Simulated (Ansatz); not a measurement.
Consider a scan of the energy under strain of K, space group P4/mmm (the Ansatz DFT code, driven from Python).

`k.py`
```python
"""A biaxial strain scan of K."""

import warnings

import ansatz as az
import matplotlib.pyplot as plt
import numpy as np

XC = "r2scan"
CUTOFF = 530
OCCUPATIONS = "fermi_dirac"
SMEARING_WIDTH = 0.1
KMESH = (4, 4, 8)

vectors0 = np.array([
    [10.079606, 0.0, 0.0],
    [0.0, 10.079606, 0.0],
    [0.0, 0.0, 4.324598],
])
sites = [
    ("K", [0.0, 0.0, 0.0]),
]


def build(cell):
    crystal = az.Crystal(lattice=az.Lattice.of(cell))
    for symbol, position in sites:
        crystal = crystal.atom(symbol, position)
    return crystal

warnings.simplefilter("ignore", az.DeckWarning)

# clamped ions: the fractional positions stay as typed
values = np.linspace(-0.05, 0.05, 7)
energies = []
for d in values:
    strain = np.diag([d, d, 0])
    cell = vectors0 @ (np.eye(3) + strain)
    model = (
        build(cell).calculation()
        .functional(XC)
        .basis(CUTOFF)
        .occupations(OCCUPATIONS, width=SMEARING_WIDTH)
        .kpoints(*KMESH)
    )
    r = model.run(threads=1, pin="off").report
    energies.append(r["free_energy_ev"] / len(sites))
    print(f"d = {d:+.4f}  F = {energies[-1]:.5f} eV/atom")
energies = np.array(energies)

for value, e in zip(values, energies):
    print(f"strain {value:7.3f}   E - Emin = {1000 * (e - energies.min()):9.3f} meV/atom")
plt.figure(figsize=(4.5, 3))
plt.plot(values, 1000 * (energies - energies.min()), "o-")
plt.xlabel("strain")
plt.ylabel("meV/atom")
plt.tight_layout()
plt.savefig("strain.png", dpi=100)
curvature = 2 * np.polyfit(values, energies, 3)[1]
volume = abs(np.linalg.det(vectors0)) / len(sites)
print(f"d2E/dd2 over the volume: {curvature / volume * 160.21766:.1f} GPa")
```

How much energy does this biaxial strain cost, and what curvature follows?

Against the unstrained cell the energy per atom changes by -1.88 meV at one end of the scan and +1.01 meV at the other, and its second derivative over the volume is -0.1 GPa. The lowest row is an end of the scan, as the cell stands under stress.

The output:

```console
$ python k.py
d = -0.0500  F = -1541.93011 eV/atom
d = -0.0333  F = -1541.92935 eV/atom
d = -0.0167  F = -1541.92873 eV/atom
d = +0.0000  F = -1541.92823 eV/atom
d = +0.0167  F = -1541.92782 eV/atom
d = +0.0333  F = -1541.92749 eV/atom
d = +0.0500  F = -1541.92722 eV/atom
strain  -0.050   E - Emin =     0.000 meV/atom
strain  -0.033   E - Emin =     0.761 meV/atom
strain  -0.017   E - Emin =     1.378 meV/atom
strain   0.000   E - Emin =     1.880 meV/atom
strain   0.017   E - Emin =     2.287 meV/atom
strain   0.033   E - Emin =     2.618 meV/atom
strain   0.050   E - Emin =     2.888 meV/atom
d2E/dd2 over the volume: -0.1 GPa
```

What to keep in mind:
- Total energies depend on the potentials; only differences at equal settings carry meaning.
- The cell holds an odd number of electrons and is run without spin, so a magnetic state may lie lower.
- The cell holds layers, chains or clusters in vacuum, no bulk phase; its stress is averaged over the vacuum too and scales with the cell's height.
- The curvature belongs to this strain pattern and to the cell's stress; it equals a single elastic constant only for simple patterns.
- In a metal a curvature from energy changes of a few meV or less hangs on mesh and smearing, in size and even in sign.
- Points of the mesh across the vacuum add cost only.
- This isn't the structure that K takes at ambient conditions.
- The ions keep their fractional positions (clamped ions).
- Finished in 96 s on 1 thread of Intel(R) Xeon(R) Processor @ 2.30GHz, on a shared host, peak memory 1.5 GiB.
